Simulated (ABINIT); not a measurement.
# BiTe (R-3m) in ABINIT: further runs

The runs below take BiTe through relaxation of cell and atoms, single point, with PBE.

Program: ABINIT 10.8.3 (patched build). These are calculated values, not measurements. Logs are shortened: lines on timing, memory, paths and dates and some standing lists are left out, and cuts for length are marked. The log counts tension as positive stress, the text compression.

### Step 1. Starting point

It takes space group R-3m (No. 166, trigonal). The conventional cell has a = 4.845 Å, b = 4.845 Å, c = 9.952 Å, α = 90.00°, β = 90.00°, γ = 120.00°. Bi (site symmetry -3m) is surrounded by 6 Te at 3.25 Å. Around Te (site symmetry -3m) lie 6 Bi at 3.25 Å.

The cell comes from a database or a generator and needn't be the stable form of this composition.

### Step 2. Relaxation of cell and atoms, PBE

File run.abi:

```
# Pseudopotentials
pp_dirpath "./"
pseudos "Bi.upf, Te.upf"

# Structure
acell 4.3394058558 4.3394058558 4.3394058558 Angstrom
rprim
     0.5583040290     0.3223369814     0.7644576388
    -0.5583040290     0.3223369814     0.7644576388
     0.0000000000    -0.6446739629     0.7644576388
ntypat 2
znucl 83 52
natom 2
typat 1 2
chkprim 0
chksymtnons 0
tolsym 1.0e-6
xred
            1/2            1/2            1/2
            0.0            0.0            0.0

# Plane-wave basis
ecut 40.0
ecutsm 0.5

# k points
kptopt 1
ngkpt 5 5 5
nshiftk 1
shiftk 0.0 0.0 0.0

# Exchange and correlation
ixc 11

# Bands and occupations
nband 20
occopt 3
tsmear 0.05 eV

# SCF cycle
nstep 80
tolvrs 1.0e-12

# Output
iomode 3
prteig 0
prtebands 0
prtwf 0
prtden 0

# Relaxation
ionmov 2
optcell 2
ntime 50
tolmxf 2.0e-5
dilatmx 1.08
```

Potentials or basis: PseudoDojo NC SR PBE v0.4.1 standard.

Started as:

```
mpirun --bind-to none -np 4 abinit run.abi > log 2>&1
```

run.abo:

```text
.Version 10.8.3 of ABINIT
 Symmetries : space group R-3 m (#166); Bravais hR (rhombohedral)
================================================================================
 Values of the parameters that define the memory need of the present run
     intxc =       0    ionmov =       2      iscf =       7    lmnmax =       6
     lnmax =       6     mgfft =      54  mpssoang =       3    mqgrid =    3001
     natom =       2  nloc_mem =       1    nspden =       1   nspinor =       1
    nsppol =       1      nsym =      12    n1xccc =    2501    ntypat =       2
    occopt =       3   xclevel =       2
       mpw =        6946          nfft =      157464          nkpt =          19
================================================================================
================================================================================

--------------------------------------------------------------------------------
------------- Echo of variables that govern the present computation ------------
--------------------------------------------------------------------------------
 -outvars: echo values of preprocessed input variables --------
            acell      8.2002886166E+00  8.2002886166E+00  8.2002886166E+00 Bohr
              amu      2.08980370E+02  1.27600000E+02
          chkprim           0
      chksymtnons           0
          dilatmx      1.08000000E+00
             ecut      4.00000000E+01 Hartree
           ecutsm      5.00000000E-01 Hartree
           ionmov           2
              ixc          11
         kptrlatt        5    0    0      0    5    0      0    0    5
          kptrlen      4.10014431E+01
            natom           2
            nband          20
            ngfft          54      54      54
             nkpt          19
            nstep          80
             nsym          12
            ntime          50
           ntypat           2
           occopt           3
          optcell           2
           prtden           0
        prtebands           0
           prteig           0
            prtwf           0
            rprim      5.5830402900E-01  3.2233698140E-01  7.6445763880E-01
                      -5.5830402900E-01  3.2233698140E-01  7.6445763880E-01
                       0.0000000000E+00 -6.4467396290E-01  7.6445763880E-01
          spgroup         166
           tolmxf      2.00000000E-05
           tolsym      1.00000000E-06
           tolvrs      1.00000000E-12
           tsmear      1.83746611E-03 Hartree
            typat      1  2
           xangst      0.0000000000E+00 -2.1697027404E-10  4.9759379315E+00
                       0.0000000000E+00  0.0000000000E+00  0.0000000000E+00
            xcart      0.0000000000E+00 -4.1001439541E-10  9.4031599100E+00
                       0.0000000000E+00  0.0000000000E+00  0.0000000000E+00
             xred      5.0000000000E-01  5.0000000000E-01  5.0000000000E-01
                       0.0000000000E+00  0.0000000000E+00  0.0000000000E+00
            znucl       83.00000   52.00000

================================================================================

 chkinp: Checking input parameters for consistency.

================================================================================
== DATASET  1 ==================================================================

--- !DatasetInfo
iteration_state: {dtset: 1, }
dimensions: {natom: 2, nkpt: 19, mband: 20, nsppol: 1, nspinor: 1, nspden: 1, mpw: 6946, }
cutoff_energies: {ecut:  40.0, pawecutdg:  -1.0, }
electrons: {nelect:   3.10000000E+01, charge:   0.00000000E+00, occopt:   3.00000000E+00, tsmear:   1.83746611E-03, }
meta: {optdriver: 0, ionmov: 2, optcell: 2, iscf: 7, paral_kgb: 0, }
...

 Exchange-correlation functional for the present dataset will be:
  GGA: Perdew-Burke-Ernzerhof functional - ixc=11
  J.P.Perdew, K.Burke, M.Ernzerhof, PRL 77, 3865 (1996)

 Real(R)+Recip(G) space primitive vectors, cartesian coordinates (Bohr,Bohr^-1):
 R(1)=  4.5782542  2.6432563  6.2687733  G(1)=  0.1092119  0.0630535  0.0531736
 R(2)= -4.5782542  2.6432563  6.2687733  G(2)= -0.1092119  0.0630535  0.0531736
 R(3)=  0.0000000 -5.2865126  6.2687733  G(3)=  0.0000000 -0.1261071  0.0531736
 Unit cell volume ucvol=  4.5516932E+02 bohr^3
 Angles (23,13,12)=  6.78771820E+01  6.78771820E+01  6.78771820E+01 degrees

 getcut: wavevector=  0.0000  0.0000  0.0000  ngfft=  54  54  54
         ecut(hartree)=     46.656   => boxcut(ratio)=   2.14171

--- Pseudopotential description ------------------------------------------------
- pspini: atom type   1  psp file is ./Bi.upf
  83.00000  15.00000  171031                  znucl, zion, pspdat
12 -101130 2 -1 1490                          pspcod,pspxc,lmax,lloc,mmax
     nproj     2     2     2

- pspini: atom type   2  psp file is ./Te.upf
  52.00000  16.00000  171031                  znucl, zion, pspdat
12 -101130 2 -1 1294                          pspcod,pspxc,lmax,lloc,mmax
     nproj     2     2     2

   2.47306066E+03                                ecore*ucvol(ha*bohr**3)
--------------------------------------------------------------------------------

================================================================================

=== [ionmov= 2] Broyden-Fletcher-Goldfarb-Shanno method (forces)
================================================================================

--- Iteration: ( 1/50) Internal Cycle: (1/1)
--------------------------------------------------------------------------------

---SELF-CONSISTENT-FIELD CONVERGENCE--------------------------------------------

--- !BeginCycle
iteration_state: {dtset: 1, itime: 1, icycle: 1, }
solver: {iscf: 7, nstep: 80, nline: 4, wfoptalg: 0, }
tolerances: {tolvrs: 1.00E-12, }
...
[... 753 lines left out ...]
  4.56827278856084E+00  2.63749352393665E+00  6.30530897494112E+00
 -4.56827278856084E+00  2.63749352393665E+00  6.30530897494112E+00
  0.00000000000000E+00 -5.27498704869811E+00  6.30530897494112E+00
 Unitary Cell Volume (ucvol) [Bohr^3]=  4.55828058435588E+02
 Angles (23,13,12)= [degrees]
  6.75169674536814E+01  6.75169674536814E+01  6.75169674548390E+01
 Lengths [Bohr]
  8.22085212304578E+00  8.22085212304578E+00  8.22085212331458E+00
 Stress tensor in cartesian coordinates (strten) [Ha/bohr^3]
 -5.68138988354949E-08  0.00000000000000E+00  0.00000000000000E+00
  0.00000000000000E+00 -5.68139380367760E-08  5.18991675942864E-13
  0.00000000000000E+00  5.18991675942864E-13 -3.47829060866334E-09
 Total energy (etotal) [Ha]= -1.86915296933963E+02

 Difference of energy with previous step (new-old):
           Absolute (Ha)=-2.60490E-08
           Relative     =-1.39363E-10

 At Broyd/MD step   8, gradients are converged :
  max grad (force/stress) = 5.6814E-06 < tolmxf= 2.0000E-05 ha/bohr (free atoms)

================================================================================

 ----iterations are completed or convergence reached----

 Mean square residual over all n,k,spin=   15.536E-09; max=  59.036E-07
 reduced coordinates (array xred) for    2 atoms
       0.500000000000      0.500000000000      0.500000000000
       0.000000000000      0.000000000000      0.000000000000
 rms dE/dt=  0.0000E+00; max dE/dt=  0.0000E+00; dE/dt below (all hartree)
    1       0.000000000000      0.000000000000      0.000000000000
    2       0.000000000000      0.000000000000      0.000000000000

 cartesian coordinates (angstrom) at end:
    1      0.00000000000000    -0.00000000021824     5.00493872246608
    2      0.00000000000000     0.00000000000000     0.00000000000000

 cartesian forces (hartree/bohr) at end:
    1     -0.00000000000000    -0.00000000000000    -0.00000000000000
    2     -0.00000000000000    -0.00000000000000    -0.00000000000000
 frms,max,avg= 0.0000000E+00 0.0000000E+00   0.000E+00  0.000E+00  0.000E+00 h/b

 cartesian forces (eV/Angstrom) at end:
    1     -0.00000000000000    -0.00000000000000    -0.00000000000000
    2     -0.00000000000000    -0.00000000000000    -0.00000000000000
 frms,max,avg= 0.0000000E+00 0.0000000E+00   0.000E+00  0.000E+00  0.000E+00 e/A
 length scales=  8.220852123046  8.220852123046  8.220852123315 bohr
              =  4.350287594768  4.350287594768  4.350287594910 angstroms
 Fermi (or HOMO) energy (hartree) =   0.19191   Average Vxc (hartree)=  -0.36417
 Eigenvalues (hartree) for nkpt=  19  k points:
 kpt#   1, nband= 20, wtk=  0.00800, kpt=  0.0000  0.0000  0.0000 (reduced coord)
  -1.17488   -1.17488   -1.17375   -1.17375   -1.17332   -0.65842   -0.65842   -0.65816
  -0.65807   -0.65807   -0.30112   -0.10993    0.08798    0.08798    0.13429    0.26344
   0.28654    0.28654    0.34567    0.34567
      occupation numbers for kpt#   1
   2.00000    2.00000    2.00000    2.00000    2.00000    2.00000    2.00000    2.00000
   2.00000    2.00000    2.00000    2.00000    2.00000    2.00000    2.00000    0.00000
   0.00000    0.00000    0.00000    0.00000
 prteigrs : prtvol=0 or 1, do not print more k-points.

--- !EnergyTerms
iteration_state     : {dtset: 1, itime: 8, icycle: 1, }
comment             : Components of total free energy in Hartree
kinetic             :  9.61032296831800E+01
hartree             :  4.31788975077977E+01
xc                  : -4.62724286433571E+01
Ewald energy        : -1.11902737561634E+02
psp_core            :  5.42542436741087E+00
local_psp           : -1.28639088866198E+02
non_local_psp       : -4.48080983832925E+01
internal            : -1.86914801896093E+02
'-kT*entropy'       : -4.95037870578008E-04
total_energy        : -1.86915296933963E+02
total_energy_eV     : -5.08622434015230E+03
band_energy         : -1.85334725446842E+01
...

 Cartesian components of stress tensor (hartree/bohr^3)
  sigma(1 1)= -5.68138988E-08  sigma(3 2)=  5.18991676E-13
  sigma(2 2)= -5.68139380E-08  sigma(3 1)=  0.00000000E+00
  sigma(3 3)= -3.47829061E-09  sigma(2 1)=  0.00000000E+00

-Cartesian components of stress tensor (GPa)         [Pressure=  1.1485E-03 GPa]
- sigma(1 1)= -1.67152261E-03  sigma(3 2)=  1.52692623E-08
- sigma(2 2)= -1.67152377E-03  sigma(3 1)=  0.00000000E+00
- sigma(3 3)= -1.02334843E-04  sigma(2 1)=  0.00000000E+00

== END DATASET(S) ==============================================================
================================================================================

 -outvars: echo values of variables after computation  --------
            acell      8.2208521230E+00  8.2208521230E+00  8.2208521233E+00 Bohr
           etotal     -1.8691529693E+02
            fcart     -0.0000000000E+00 -0.0000000000E+00 -0.0000000000E+00
                      -0.0000000000E+00 -0.0000000000E+00 -0.0000000000E+00
            rprim      5.5569334178E-01  3.2082970043E-01  7.6698970868E-01
                      -5.5569334178E-01  3.2082970043E-01  7.6698970868E-01
                       0.0000000000E+00 -6.4165940094E-01  7.6698970865E-01
           strten     -5.6813898835E-08 -5.6813938037E-08 -3.4782906087E-09
                       5.1899167594E-13  0.0000000000E+00  0.0000000000E+00
           xangst      0.0000000000E+00 -2.1823528955E-10  5.0049387225E+00
                       0.0000000000E+00  0.0000000000E+00  0.0000000000E+00
             xred      5.0000000000E-01  5.0000000000E-01  5.0000000000E-01
                       0.0000000000E+00  0.0000000000E+00  0.0000000000E+00
 Calculation completed.
```

Wall time 3.1 min (4 MPI ranks of Arm Neoverse V2, shared host); peak memory 0.48 GiB.

Results:

```
Free energy                            : -5086.2243 eV
Relaxed volume                         : 33.77 Å³/atom
Relaxed cell                           : a = 4.350 Å, b = 4.350 Å, c = 4.350 Å, α = 67.52°, β = 67.52°, γ = 67.52°
Space group after relaxing (to 0.05 Å) : R-3m (No. 166)
Energy gained by relaxing              : 0.0 meV/atom
Ionic steps                            : 8
Pressure after relaxing                : 0.0 GPa
Band gap on the k mesh                 : none (metal or under the smearing width)
```

Final structure:
```xyz
2
Lattice="2.4174 1.3957 3.3366 -2.4174 1.3957 3.3366 0.0000 -2.7914 3.3366" Properties=species:S:1:pos:R:3 pbc="T T T"
Bi    0.0000    0.0000    5.0049
Te    0.0000    0.0000    0.0000
```

Caveat: spin-orbit coupling is left out, which moves the levels of the heavy elements.

### Step 3. Single point, PBE (cell relaxed)

File run.abi:

```
# Pseudopotentials
pp_dirpath "./"
pseudos "Bi.upf, Te.upf"

# Structure
acell 3*1.0 Angstrom
rprim
     2.4174258500     1.3957014700     3.3366258200
    -2.4174258500     1.3957014700     3.3366258200
     0.0000000000    -2.7914029300     3.3366258200
ntypat 2
znucl 83 52
natom 2
typat 1 2
xred
     0.5000000000     0.5000000000     0.5000000000
     0.0000000000     0.0000000000     0.0000000000
chkprim 0
chksymtnons 0
tolsym 1.0e-6

# Plane-wave basis
ecut 40.0

# k points
kptopt 1
ngkpt 5 5 5
nshiftk 1
shiftk 0.0 0.0 0.0

# Exchange and correlation
ixc 11

# Bands and occupations
nband 20
occopt 3
tsmear 0.05 eV

# SCF cycle
nstep 100
tolvrs 1.0e-10

# Output
iomode 3
prtwf 0
prtden 0
prteig 0
prtebands 0
prtvol 2
```

Potentials or basis: PseudoDojo NC SR PBE v0.4.1 standard.

Started as:

```
mpirun --bind-to none -np 4 abinit run.abi > log 2>&1
```

Wall time 19 s (4 MPI ranks of Arm Neoverse V2, shared host); peak memory 0.36 GiB.

The run converged. Its results:

```
Free energy                                           : -5086.2244 eV
Pressure                                              : 0.0 GPa
Band gap on the k mesh                                : none (metal or under the smearing width)
Valence electrons inside the program's atomic spheres : Bi 10.70; Te 11.91
```

Levels at points of the mesh, in eV from the Fermi level:
```
           k point  band 13  band 14  band 15  band 16  band 17  band 18
(0.00, 0.00, 0.00)    -2.83    -2.83    -1.57     1.95     2.58     2.58
```

Caveat: spin-orbit coupling is left out, which moves the levels of the heavy elements.
